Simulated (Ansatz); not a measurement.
**CH6GeOSi: rigid scan of one bond length**

How does the energy of CH6GeOSi change as one bond is stretched? A script is to give a rigid scan of one bond length; the system is CH6GeOSi. SMILES: O[CH]1[SiH2][GeH2]1.

Computed with the Python package of Ansatz 0.2.0. Level of theory: MP2/def2-SVP.

**1. The system**

Bond lengths: O1–C2 1.372 Å, C2–Si3 1.801 Å, C2–Ge4 2.000 Å, Si3–Ge4 2.409 Å, O1–H5 1.047 Å, C2–H6 1.109 Å, Si3–H7 1.488 Å, Si3–H8 1.456 Å, Ge4–H9 1.609 Å, Ge4–H10 1.490 Å. Angles (14 of 19 angles, heavy atoms first): O1–C2–Si3 109.1°, O1–C2–Ge4 110.5°, Si3–C2–Ge4 78.4°, C2–Si3–Ge4 54.4°, C2–Ge4–Si3 47.1°, O1–C2–H6 118.1°, Si3–C2–H6 116.9°, Ge4–C2–H6 117.3°, C2–O1–H5 104.5°, C2–Si3–H7 117.2°, C2–Si3–H8 117.3°, Ge4–Si3–H7 109.1°, Ge4–Si3–H8 110.4°, C2–Ge4–H9 107.5°.

The script holds or builds the structure itself.

**2. The code**

File scan_ch6geosi.py:

```python
"""Stretching a bond of CH6GeOSi, the rest held rigid."""

from dataclasses import dataclass

import ansatz as az
import matplotlib.pyplot as plt
import numpy as np


@dataclass(frozen=True)
class Settings:
    basis: str = "def2-SVP"
    method: str = "MP2"


settings = Settings()

geometry_ang = [
    ("O", [-0.812, 0.2831, -1.4978]),
    ("C", [-0.7391, 0.0234, -0.1524]),
    ("Si", [0.3067, -1.4192, 0.1124]),
    ("Ge", [0.9009, 0.8564, 0.6336]),
    ("H", [-1.2883, 1.2137, -1.5606]),
    ("H", [-1.6735, 0.0814, 0.4416]),
    ("H", [1.1281, -1.885, -1.038]),
    ("H", [0.0968, -2.1817, 1.3351]),
    ("H", [0.536, 1.3285, 2.128]),
    ("H", [1.6276, 1.6482, -0.3991]),
]
system = az.Crystal.molecule()
for symbol, xyz in geometry_ang:
    system = system.atom(symbol, xyz)

symbols = [site.symbol for site in system.cartesian_sites]
start = np.array([site.position_ang for site in system.cartesian_sites])
axis = (start[4] - start[0]) / np.linalg.norm(start[4] - start[0])
moving = [4]
lengths, energies = [0.89, 0.96, 1.05, 1.15, 1.31, 1.57, 1.89, 2.3], []
for length in lengths:
    xyz = start.copy()
    xyz[moving] += (length - np.linalg.norm(start[4] - start[0])) * axis
    point = az.Crystal.molecule()
    for symbol, place in zip(symbols, xyz):
        point = point.atom(symbol, place.tolist())
    calculation = (
        point.calculation()
        .basis(gaussian=settings.basis)
        .correlation(settings.method, electrons="valence")
        .accuracy("medium")
    )
    rep = calculation.run().report
    energies.append(rep["free_energy_ev"])
    print(f"r = {length:6.3f} A  E = {energies[-1]:.5f} eV  <S^2> = {abs(rep['mean_field']['state']['spin_squared']):.3f}")

print("energy above the lowest point (eV):", [round(e - min(energies), 3) for e in energies])
plt.figure(figsize=(4.5, 3))
plt.plot(lengths, np.array(energies) - min(energies), "o-")
plt.xlabel("bond length (A)")
plt.ylabel("E - E(min) (eV)")
plt.tight_layout()
plt.savefig("scan.png", dpi=100)
```

**3. What the engine is handed**

The package turns the script's settings into the engine's input (first run):

```yaml
crystal:
  periodic: [false, false, false]
  atoms:
    - { symbol: O, position_ang: [-0.812, 0.2831, -1.4978] }
    - { symbol: C, position_ang: [-0.7391, 0.0234, -0.1524] }
    - { symbol: Si, position_ang: [0.3067, -1.4192, 0.1124] }
    - { symbol: Ge, position_ang: [0.9009, 0.8564, 0.6336] }
    - { symbol: H, position_ang: [-1.216764609888889, 1.0739333948406466, -1.5511680820932652] }
    - { symbol: H, position_ang: [-1.6735, 0.0814, 0.4416] }
    - { symbol: H, position_ang: [1.1281, -1.885, -1.038] }
    - { symbol: H, position_ang: [0.0968, -2.1817, 1.3351] }
    - { symbol: H, position_ang: [0.536, 1.3285, 2.128] }
    - { symbol: H, position_ang: [1.6276, 1.6482, -0.3991] }
accuracy: medium
basis:
  gaussian:
    orbitals: def2-SVP
correlation:
  method: mp2
  electrons: valence
```

**4. Running it**

On the command line:

```sh
$ python scan_ch6geosi.py
```

The log of the run:

```text
r =  0.890 A  E = -67501.19190 eV  <S^2> = 0.000
r =  0.960 A  E = -67501.37006 eV  <S^2> = 0.000
r =  1.050 A  E = -67501.21884 eV  <S^2> = 0.000
r =  1.150 A  E = -67500.78417 eV  <S^2> = 0.000
r =  1.310 A  E = -67499.87928 eV  <S^2> = 0.000
r =  1.570 A  E = -67498.47847 eV  <S^2> = 0.000
r =  1.890 A  E = -67497.27695 eV  <S^2> = 0.000
r =  2.300 A  E = -67496.52345 eV  <S^2> = 0.000
energy above the lowest point (eV): [0.178, 0.0, 0.151, 0.586, 1.491, 2.892, 4.093, 4.847]
```

It took 38 s on 1 thread of Intel Xeon Platinum 8375C at 2.90GHz (Ice Lake), shared host; peak memory 0.42 GiB.

**5. What changed from run to run**

The engine's inputs for some of the other runs:

Run 3, against run 1:

```diff
@@ -8 +8 @@
-    - { symbol: H, position_ang: [-1.216764609888889, 1.0739333948406466, -1.5511680820932652] }
+    - { symbol: H, position_ang: [-1.289531281329588, 1.216105690542336, -1.5607623440426162] }
```

Run 4, against run 1:

```diff
@@ -8 +8 @@
-    - { symbol: H, position_ang: [-1.216764609888889, 1.0739333948406466, -1.5511680820932652] }
+    - { symbol: H, position_ang: [-1.335010450980025, 1.3049633753558918, -1.5667587577609607] }
```

Run 7, against run 1:

```diff
@@ -8 +8 @@
-    - { symbol: H, position_ang: [-1.216764609888889, 1.0739333948406466, -1.5511680820932652] }
+    - { symbol: H, position_ang: [-1.6715563063932584, 1.962510242976205, -1.6111322192767092] }
```

Lines on the test bed's own set-up are left out of the output.

**6. The engine's runs**

One row for each of the 8 runs:

```tsv
run	distance (Å)	energy from run 2 (eV)	iterations in all	CPU time (s)
1	0.89	0.1782	12	2.5
2	0.96	0.0000	11	2.5
3	1.05	0.1512	11	2.5
4	1.15	0.5859	11	2.5
5	1.31	1.4908	12	2.8
6	1.57	2.8916	25	4.2
7	1.89	4.0931	51	8.7
8	2.30	4.8466	58	10
```

**7. Outcome**

| quantity | value |
| --- | --- |
| runs compared | 8 |
| range of energy | 4.847 eV |
| lowest point, distance (Å) | 0.96 |

In words: The curve has its lowest point inside the range, at 0.96. The ends stand 0.178 and 4.85 eV above it. The distance scanned is the script's pair 0, 4. The dearest, run 8 (distance 2.30), took some 4.2 times as long as run 1 (distance 0.89). Reading the output:
- The rest of the molecule is held rigid at a force-field or estimated start geometry, and the basis set is modest; single-reference methods fail as a bond breaks.
- The orbitals are restricted, so S² is zero by construction.
- Toward dissociation an unrestricted state lies under the restricted one, by 1 to 2 eV or more.
